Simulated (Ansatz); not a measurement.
**CH₂BClO₂: how energies converge with the basis set**

The task here is to estimate one member of a computed series from the others.

Computed with Ansatz 0.2.0, Gaussian basis. Level: one geometry, several basis sets.

Levels to be run: PBE0-D4/def2-SVP; ωB97M-V/def2-SVP; PBE0-D4/def2-QZVPP; ωB97M-V/def2-QZVPP; the functionals' def2-TZVPP values are taken from earlier runs.

**The relaxed structure**

An earlier PBE0-D4 in a triple-zeta def2 set relaxation fixed the geometry.

SMILES `OB1OC1Cl`, 7 atoms, charge 0, spin multiplicity 1.

Atoms are counted from 1 here; the program's logs count them from 0.

Bond lengths: O1–B2 1.333 Å, O1–H6 0.963 Å, B2–O3 1.346 Å, B2–C4 1.501 Å, O3–C4 1.482 Å, C4–Cl5 1.750 Å, C4–H7 1.084 Å. Angles: B2–O1–H6 114.1°, O1–B2–O3 141.1°, O1–B2–C4 156.4°, O3–B2–C4 62.5°, B2–O3–C4 63.9°, B2–C4–O3 53.6°, B2–C4–Cl5 122.2°, B2–C4–H7 126.8°, O3–C4–Cl5 114.6°, O3–C4–H7 112.7°, Cl5–C4–H7 110.2°.

Set-up of the first run:

Input file in.yaml:

```yaml
crystal:
  periodic: [false, false, false]
  atoms:
    - {symbol: O, position_ang: [-1.069529, 0.083773, 1.473593]}
    - {symbol: B, position_ang: [-0.291527, -0.110247, 0.408839]}
    - {symbol: O, position_ang: [-0.164113, -0.913645, -0.663811]}
    - {symbol: C, position_ang: [0.832693, 0.177106, -0.543838]}
    - {symbol: Cl, position_ang: [0.715322, 1.412363, -1.778571]}
    - {symbol: H, position_ang: [-1.811350, -0.526551, 1.535168]}
    - {symbol: H, position_ang: [1.849704, -0.190899, -0.477179]}
basis:
  gaussian: {orbitals: def2-SVP}
hamiltonian: {xc: pbe0, dispersion: d4}
output: {orbitals: {seedname: orbitals}}
```

Steps of the session up to this table: PBE0-D4 in def2-SVP; ωB97M-V in def2-SVP; PBE0-D4 in def2-QZVPP; ωB97M-V in def2-QZVPP.

One of the session's tables, all rows but one given; the rest of the session is left out.

It belongs to the step «Density functionals: the series». 

| functional | basis | HOMO (eV) | LUMO (eV) |
| --- | --- | --- | --- |
| PBE0-D4 | def2-SVP | -7.71 | 0.63 |
| PBE0-D4 | def2-TZVPP | ? | ? |
| PBE0-D4 | def2-QZVPP | -7.93 | -0.12 |
| ωB97M-V | def2-SVP | -9.94 | 2.53 |
| ωB97M-V | def2-TZVPP | -10.16 | 1.55 |
| ωB97M-V | def2-QZVPP | -10.21 | 1.09 |

Q: Estimate the row for PBE0-D4, def2-TZVPP from the others.

As computed: HOMO (eV): -7.89; LUMO (eV): 0.11. In the column «HOMO (eV)» it lies between PBE0-D4, def2-QZVPP (-7.93) and PBE0-D4, def2-SVP (-7.71).
